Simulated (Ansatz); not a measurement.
Here is an Ansatz 0.2.0 calculation.

The input input.yaml:

```yaml
crystal:
  lattice:
    - [4.1981056157, 0.0, 0.0]
    - [-2.0990528078, 3.6356661109, 0.0]
    - [0.0, 0.0, 3.306847]
  atoms:
    - { symbol: Sn, position: [0.3333333333, 0.6666666667, 0.5] }
    - { symbol: Al, position: [0.0, 0.0, 0.0] }
hamiltonian:
  xc: pbe
  pseudopotentials: { kind: nc }
kpoints:
  mp_grid: { grid: [7, 7, 8] }
  band_path:
    path:
      - [[0.0, 0.0, 0.0], [0.5, 0.0, 0.0], [0.3333333333, 0.3333333333, 0.0], [0.0, 0.0, 0.0], [0.0, 0.0, 0.5], [0.5, 0.0, 0.5], [0.3333333333, 0.3333333333, 0.5], [0.0, 0.0, 0.5]]
      - [[0.5, 0.0, 0.5], [0.5, 0.0, 0.0]]
      - [[0.3333333333, 0.3333333333, 0.0], [0.3333333333, 0.3333333333, 0.5]]
    npoints: 14
scf:
  occupations: { method: fermi_dirac, width: 0.05 }
  n_extra_bands: 6
output:
  forces: true
  stress: true
  eigenvalues: true
  fatbands: false
```

Potentials or basis: Ansatz NC.

Launch:

```bash
$ ansatz run input.yaml --threads 2 --pin off --max-ram 5632MiB --backend cpu --events-out ev --progress --plain --runs-dir out
```

Question: Predict the pressure.

Answer: 0.3 GPa.

Question: Estimate the band gap on the k mesh.

Answer: None (metal or under the smearing width).

Levels at the corners of the path, in eV from the Fermi level:
```tsv
point	band 5	band 6	band 7	band 8	band 9	band 10	band 11	band 12
Γ	-21.25	-10.46	-0.23	-0.23	0.69	2.60	3.12	3.12
M	-21.25	-8.63	-6.34	-1.84	0.58	4.42	6.48	7.13
K	-21.25	-8.20	-6.34	-3.95	5.03	5.46	5.80	5.98
Γ	-21.25	-10.46	-0.23	-0.23	0.69	2.60	3.12	3.12
A	-21.20	-7.43	-6.22	2.72	2.72	3.57	3.57	3.77
L	-21.18	-5.73	-4.23	-3.17	-2.35	1.19	2.37	3.70
H	-21.18	-5.37	-3.62	-3.10	-2.62	-0.87	0.17	7.65
A	-21.20	-7.43	-6.22	2.72	2.72	3.57	3.57	3.77
L	-21.18	-5.73	-4.23	-3.17	-2.35	1.19	2.37	3.70
M	-21.25	-8.63	-6.34	-1.84	0.58	4.42	6.48	7.13
K	-21.25	-8.20	-6.34	-3.95	5.03	5.46	5.80	5.98
H	-21.18	-5.37	-3.62	-3.10	-2.62	-0.87	0.17	7.65
```

Caveat: spin-orbit coupling is left out, which moves the levels of the heavy elements.
